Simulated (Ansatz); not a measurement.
# NaTi2: relaxed, then solved by several methods

What cell, bands and charges does NaTi2 (C15 type) have, and do the methods agree? The runs shown use PAW and LAPW. Its runs: cell and atoms relaxed (PAW); the reference run (LAPW and PAW).

Program: Ansatz 0.2.0. Level of theory: DFT PBE, with the methods named in each step. These are calculated values, not measurements.

## 1. The structure to begin with

Symmetry: Fd-3m, No. 227, cubic system. Conventional cell: a = 8.113 Å, b = 8.113 Å, c = 8.113 Å, α = 90.00°, β = 90.00°, γ = 90.00°. Na (site symmetry -43m) is surrounded by 12 Ti at 3.36 Å and 4 Na at 3.51 Å. Around Ti (site symmetry -3m) lie 6 Ti at 2.87 Å and 6 Na at 3.36 Å.

Structure file:

```cif
data_structure
_symmetry_space_group_name_H-M 'P 1'
_symmetry_Int_Tables_number 1
_cell_length_a 5.7364
_cell_length_b 5.7364
_cell_length_c 5.7364
_cell_angle_alpha 60.000
_cell_angle_beta 60.000
_cell_angle_gamma 60.000
_cell_volume 133.48
loop_
_atom_site_label
_atom_site_type_symbol
_atom_site_fract_x
_atom_site_fract_y
_atom_site_fract_z
_atom_site_occupancy
Na1 Na 0.12500 0.12500 0.12500 1
Na2 Na 0.87500 0.87500 0.87500 1
Ti1 Ti 0.50000 0.50000 0.50000 1
Ti2 Ti 0.50000 0.50000 0.00000 1
Ti3 Ti 0.50000 0.00000 0.50000 1
Ti4 Ti 0.00000 0.50000 0.50000 1
```

An invented laves-like structure; its stability wasn't tested.

Atoms are numbered in the order of the input: Na1, Na2, Ti3, Ti4, Ti5, Ti6.

## 2. Cell and atoms relaxed, PAW

input.yaml reads:

```yaml
crystal:
  lattice:
    - [0.0, 4.0562603986, 4.0562603986]
    - [4.0562603986, 0.0, 4.0562603986]
    - [4.0562603986, 4.0562603986, 0.0]
  atoms:
    - { symbol: Na, position: [0.125, 0.125, 0.125] }
    - { symbol: Na, position: [-0.125, -0.125, -0.125] }
    - { symbol: Ti, position: [0.5, 0.5, 0.5] }
    - { symbol: Ti, position: [0.5, 0.5, 0.0] }
    - { symbol: Ti, position: [0.5, 0.0, 0.5] }
    - { symbol: Ti, position: [0.0, 0.5, 0.5] }
kpoints:
  mp_grid: { grid: [7, 7, 7] }
scf:
  occupations: { method: fermi_dirac, width: 0.05 }
hamiltonian:
  xc: pbe
  pseudopotentials: { kind: paw }
output:
  forces: true
  stress: true
  write_density: true
  write_potential: true
  elf: true
  volumetric_format: npy
relax:
  f_tol: 0.005
  max_steps: 50
  cell: {}
```

On the command line:

```bash
$ ansatz run input.yaml --threads 2 --pin off --max-ram 5120MiB --backend cpu --events-out ev --progress --plain --runs-dir out
```

Further steps of the session: The relaxed cell, LAPW; The relaxed cell, PAW.

**Question.** What will these runs give? Wanted: volume, relaxed; gap; Bader charges.

The runs gave:

| quantity | value |
| --- | --- |
| volume, relaxed (PAW) | 21.578 Å³/atom, Fd-3m |
| gap (LAPW) | none |
| Bader charges (PAW) | Na1 +0.68, Ti3 -0.34 e |

What this shows: Relaxing changes the volume by -3.0 %, to 21.58 Å³/atom. Bands cross the Fermi level: the crystal is a metal at this level. Ti 3d carries the largest share, 95 %, of the projected states within 0.3 eV of the Fermi level. The projection holds only the free atom's occupied shells (Na 3s, Ti 4s, Ti 3d in this range). In pressure, PAW differs from LAPW by less than 0.01 GPa.
